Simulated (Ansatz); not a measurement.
**C₈H₁₀: small, medium and large basis sets**

One table from this session's results is given with a row withheld; the runs are named, their logs left out.

Method: one geometry, several basis sets; program: Ansatz 0.2.0, Gaussian basis.

The runs, in order: PBE0-D4/def2-SVP; ωB97M-V/def2-SVP; PBE0-D4/def2-QZVPP; ωB97M-V/def2-QZVPP; the functionals' def2-TZVPP values are taken from earlier runs.

## The geometry

All runs share one geometry, relaxed beforehand with PBE0-D4 in a triple-zeta def2 set.

18 atoms, charge 0, spin multiplicity 1.

Atoms are counted from 1 here; the program's logs count them from 0.

Bond lengths: C1–C2 1.335 Å, C1–H9 1.085 Å, C1–H10 1.083 Å, C2–C3 1.435 Å, C2–H11 1.087 Å, C3–C4 1.357 Å, C3–C8 1.509 Å, C4–C5 1.435 Å, C4–C7 1.509 Å, C5–C6 1.335 Å, C5–H12 1.087 Å, C6–H13 1.085 Å, C6–H14 1.083 Å, C7–C8 1.557 Å, C7–H15 1.094 Å, C7–H16 1.094 Å, C8–H17 1.094 Å, C8–H18 1.094 Å. Angles: C2–C1–H9 121.1°, C2–C1–H10 121.7°, H9–C1–H10 117.2°, C1–C2–C3 123.7°, C1–C2–H11 119.4°, C3–C2–H11 116.9°, C2–C3–C4 134.2°, C2–C3–C8 132.0°, C4–C3–C8 93.8°, C3–C4–C5 134.2°, C3–C4–C7 93.8°, C5–C4–C7 132.0°, C4–C5–C6 123.7°, C4–C5–H12 116.9°, C6–C5–H12 119.4°, C5–C6–H13 121.1°, C5–C6–H14 121.7°, H13–C6–H14 117.2° and more.

Geometry (Å):

```xyz
18
charge 0, multiplicity 1
C     2.1288   -1.5038   -1.6746
C     1.3687   -1.2995   -0.5961
C     0.4350   -0.2168   -0.4735
C    -0.4239    0.1870    0.4957
C    -0.7577   -0.2997    1.8037
C    -1.6598    0.2776    2.6010
C    -0.9265    1.3657   -0.3005
C     0.0595    0.9024   -1.4128
H     2.0745   -0.8423   -2.5328
H     2.8232   -2.3327   -1.7317
H     1.4461   -1.9804    0.2483
H    -0.2350   -1.1898    2.1457
H    -2.1977    1.1665    2.2886
H    -1.8861   -0.1182    3.5833
H    -1.9834    1.3299   -0.5787
H    -0.7095    2.3490    0.1259
H     0.8589    1.6120   -1.6433
H    -0.4150    0.5931   -2.3482
```

The first run:

Contents of in.yaml:

```yaml
crystal:
  periodic: [false, false, false]
  atoms:
    - {symbol: C, position_ang: [2.128773, -1.503810, -1.674582]}
    - {symbol: C, position_ang: [1.368695, -1.299499, -0.596071]}
    - {symbol: C, position_ang: [0.435014, -0.216776, -0.473537]}
    - {symbol: C, position_ang: [-0.423950, 0.187029, 0.495734]}
    - {symbol: C, position_ang: [-0.757748, -0.299650, 1.803705]}
    - {symbol: C, position_ang: [-1.659812, 0.277599, 2.601022]}
    - {symbol: C, position_ang: [-0.926473, 1.365702, -0.300461]}
    - {symbol: C, position_ang: [0.059483, 0.902398, -1.412768]}
    - {symbol: H, position_ang: [2.074538, -0.842302, -2.532824]}
    - {symbol: H, position_ang: [2.823246, -2.332714, -1.731725]}
    - {symbol: H, position_ang: [1.446059, -1.980448, 0.248281]}
    - {symbol: H, position_ang: [-0.235048, -1.189846, 2.145674]}
    - {symbol: H, position_ang: [-2.197737, 1.166495, 2.288592]}
    - {symbol: H, position_ang: [-1.886112, -0.118168, 3.583264]}
    - {symbol: H, position_ang: [-1.983386, 1.329882, -0.578731]}
    - {symbol: H, position_ang: [-0.709476, 2.349029, 0.125865]}
    - {symbol: H, position_ang: [0.858928, 1.612005, -1.643283]}
    - {symbol: H, position_ang: [-0.415001, 0.593072, -2.348154]}
basis:
  gaussian: {orbitals: def2-SVP}
hamiltonian: {xc: pbe0, dispersion: d4}
output: {orbitals: {seedname: orbitals}}
```

On the command line:

```console
$ ansatz run in.yaml --threads 2 --pin off --events-out ev --progress --plain --max-ram 32768MiB --backend cpu
```

Steps of the session up to this table: PBE0-D4 in def2-SVP; ωB97M-V in def2-SVP; PBE0-D4 in def2-QZVPP; ωB97M-V in def2-QZVPP.

One table of the session follows, with a row left open; its other results are not shown here.

It belongs to the step «Density functionals: the series». 

```
functional       basis  HOMO (eV)
   PBE0-D4    def2-SVP      -6.00
   PBE0-D4  def2-TZVPP      -6.05
   PBE0-D4  def2-QZVPP      -6.07
   ωB97M-V    def2-SVP      -7.93
   ωB97M-V  def2-TZVPP          ?
   ωB97M-V  def2-QZVPP      -8.00
```

**Question.** Estimate the row for ωB97M-V, def2-TZVPP.

**Answer.** HOMO (eV): -7.99. In the column «HOMO (eV)» it lies between ωB97M-V, def2-QZVPP (-8.00) and ωB97M-V, def2-SVP (-7.93).
